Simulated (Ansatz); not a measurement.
# SiO2 (Cristobalite): the cost of one run

Program: Ansatz 0.2.0. Level of theory: DFT, PBE, plane-wave PAW, default files, scalar-relativistic, as far as a step names no other. These are calculated values, not measurements.

1 further run of the same task is left out (it didn't finish).

## Step 1: The starting structure

It takes space group P4_12_12 (No. 92, tetragonal). The conventional cell has a = 4.950 Å, b = 4.950 Å, c = 6.926 Å, α = 90.00°, β = 90.00°, γ = 90.00°. Si (site symmetry 2) has 4 O at 1.60 to 1.61 Å as nearest neighbours. O (site symmetry 1) is surrounded by 2 Si at 1.60 to 1.61 Å.

Coordinates:

```cif
data_structure
_symmetry_space_group_name_H-M 'P 1'
_symmetry_Int_Tables_number 1
_cell_length_a 4.9501
_cell_length_b 4.9501
_cell_length_c 6.9259
_cell_angle_alpha 90.000
_cell_angle_beta 90.000
_cell_angle_gamma 90.000
_cell_volume 169.71
loop_
_atom_site_label
_atom_site_type_symbol
_atom_site_fract_x
_atom_site_fract_y
_atom_site_fract_z
_atom_site_occupancy
Si1 Si 0.30270 0.30270 0.00000 1
Si2 Si 0.19730 0.80270 0.25000 1
Si3 Si 0.69730 0.69730 0.50000 1
Si4 Si 0.80270 0.19730 0.75000 1
O1 O 0.23880 0.10860 0.18170 1
O2 O 0.39140 0.73880 0.43170 1
O3 O 0.76120 0.89140 0.68170 1
O4 O 0.60860 0.26120 0.93170 1
O5 O 0.73880 0.39140 0.56830 1
O6 O 0.89140 0.76120 0.31830 1
O7 O 0.26120 0.60860 0.06830 1
O8 O 0.10860 0.23880 0.81830 1
```

## Step 2: Gradients at the starting positions

The input, input.yaml:

```yaml
crystal:
  lattice:
    - [4.9501, 0.0, 0.0]
    - [0.0, 4.9501, 0.0]
    - [0.0, 0.0, 6.9259]
  atoms:
    - { symbol: Si, position: [0.3027, 0.3027, 0.0] }
    - { symbol: Si, position: [0.1973, 0.8027, 0.25] }
    - { symbol: Si, position: [0.6973, 0.6973, 0.5] }
    - { symbol: Si, position: [0.8027, 0.1973, 0.75] }
    - { symbol: O, position: [0.2388, 0.1086, 0.1817] }
    - { symbol: O, position: [0.3914, 0.7388, 0.4317] }
    - { symbol: O, position: [0.7612, 0.8914, 0.6817] }
    - { symbol: O, position: [0.6086, 0.2612, 0.9317] }
    - { symbol: O, position: [0.7388, 0.3914, 0.5683] }
    - { symbol: O, position: [0.8914, 0.7612, 0.3183] }
    - { symbol: O, position: [0.2612, 0.6086, 0.0683] }
    - { symbol: O, position: [0.1086, 0.2388, 0.8183] }
kpoints:
  mp_grid: { grid: [5, 5, 4] }
scf:
  occupations: { method: fermi_dirac, width: 0.02 }
hamiltonian:
  xc: pbe
  pseudopotentials: { kind: paw }
output:
  forces: true
  stress: true
  populations: true
  efg: { quadrupole_moments_barn: { O: -0.02558 }, contact_densities: true }
```

The run is started by

```
> ansatz run input.yaml --threads 1 --pin off --max-ram 2560MiB --backend cpu --events-out ev --progress --plain --runs-dir out
```

**Question.** How long does this run take on 1 thread of Intel Xeon Platinum 8375C at 2.90GHz (Ice Lake), shared host, and how much memory does it need?

About 12 s, with a peak of 0.47 GiB.
